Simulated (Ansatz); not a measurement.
Geometry optimisation, DFT PBE-D3(BJ), scalar-relativistic, plane waves, PAW (Ansatz).

input.yaml

```yaml
crystal:
  lattice:
    - [0.0, 3.876, 3.876]
    - [3.876, 0.0, 3.876]
    - [3.876, 3.876, 0.0]
  atoms:
    - { symbol: Mg, position: [0.0, 0.0, 0.0] }
    - { symbol: O, position: [0.25, 0.25, 0.25] }
    - { symbol: Mg, position: [0.0, 0.0, 0.5] }
    - { symbol: O, position: [0.25, 0.25, 0.75] }
    - { symbol: Mg, position: [0.0, 0.5, 0.0] }
    - { symbol: O, position: [0.25, 0.75, 0.25] }
    - { symbol: Mg, position: [0.0, 0.5, 0.5] }
    - { symbol: O, position: [0.25, 0.75, 0.75] }
    - { symbol: Mg, position: [0.5, 0.0, 0.0] }
    - { symbol: O, position: [0.75, 0.25, 0.25] }
    - { symbol: Mg, position: [0.5, 0.0, 0.5] }
    - { symbol: O, position: [0.75, 0.25, 0.75] }
    - { symbol: Mg, position: [0.5, 0.5, 0.0] }
    - { symbol: O, position: [0.75, 0.75, 0.25] }
    - { symbol: Mg, position: [0.5, 0.5, 0.5] }
    - { symbol: O, position: [0.75, 0.75, 0.75] }
    - { symbol: Mg, position: [0.1188396, 0.6441077, 0.6197969] }
basis:
  ecutwfc: 420.0
kpoints:
  mp_grid: { grid: [2, 2, 2] }
hamiltonian:
  xc: pbe
  dispersion: d3bj
  pseudopotentials: { kind: paw, azcp: { folder: soft_1 } }
scf:
  occupations: { method: gaussian, width: 0.02 }
  lower_state_search: "off"
relax:
  f_tol: 0.03
  max_steps: 60
  adjacent_minimum: "off"
```

Launched with:

```bash
$ ansatz run input.yaml --threads 1 --pin off --max-ram 3072MiB --backend cpu --events-out ev --progress --plain --runs-dir out
```

Where does it end, and by what steps?

The run converged. The force dipped under the threshold on the way, but the program's further checks kept it going. Limits of this set-up: coarse k mesh. After 28 steps the energy has fallen by 7.093 eV; Mg3 moved furthest, 0.53 Å. The start is strongly strained (largest force component 9 eV/Å).

```tsv
step	energy less start (eV)	largest force component (eV/Å)	accepted
0	0.0000	9.309	yes
1	-3.7357	5.732	yes
2	-6.6535	1.148	yes
3	-6.7813	1.043	yes
4	-6.9167	0.439	yes
5	-6.9449	0.172	yes
6	-6.9550	0.195	yes
7	-6.6709	1.394	no
8	-6.9684	0.186	yes
9	-6.9749	0.363	yes
10	-6.9929	0.272	yes
11	-7.0235	0.453	yes
12	-7.0365	0.343	yes
13	-7.0531	0.198	yes
14	-7.0569	0.171	yes
15	-7.0619	0.120	yes
16	-7.0622	0.121	yes
17	-7.0622	0.123	no
18	-7.0622	0.121	yes
19	-7.0622	0.124	no
20	-7.0636	0.073	yes
21	-7.0646	0.275	yes
22	-7.0686	0.075	yes
23	-7.0880	0.158	yes
24	-7.0447	0.644	no
25	-7.0910	0.123	yes
26	-7.0924	0.070	yes
27	-7.0929	0.015	yes
28	-7.0929	0.015	yes
```

```xyz
17
Lattice="0.0000 3.8760 3.8760 3.8760 0.0000 3.8760 3.8760 3.8760 0.0000" Properties=species:S:1:pos:R:3
Mg -0.013 0.013 0.013
O 1.850 2.026 1.939
Mg 2.263 1.615 0.270
O 3.912 3.840 1.996
Mg 2.013 0.115 1.844
O 3.737 1.956 3.914
Mg 3.762 1.863 1.845
O 5.796 4.017 3.913
Mg -0.126 1.956 1.971
O 1.907 3.766 3.877
Mg 1.921 4.002 1.971
O 3.988 5.845 3.878
Mg 1.915 1.963 3.723
O 3.881 3.871 5.849
Mg 3.806 3.946 3.980
O 5.727 5.901 5.459
Mg 5.072 2.682 3.028
```

Whether the end is a true minimum wasn't checked by a vibrational analysis.

Run time: 73 s on 1 thread of AMD EPYC 7B13 (Zen 3) (shared host), peak memory 0.46 GiB.
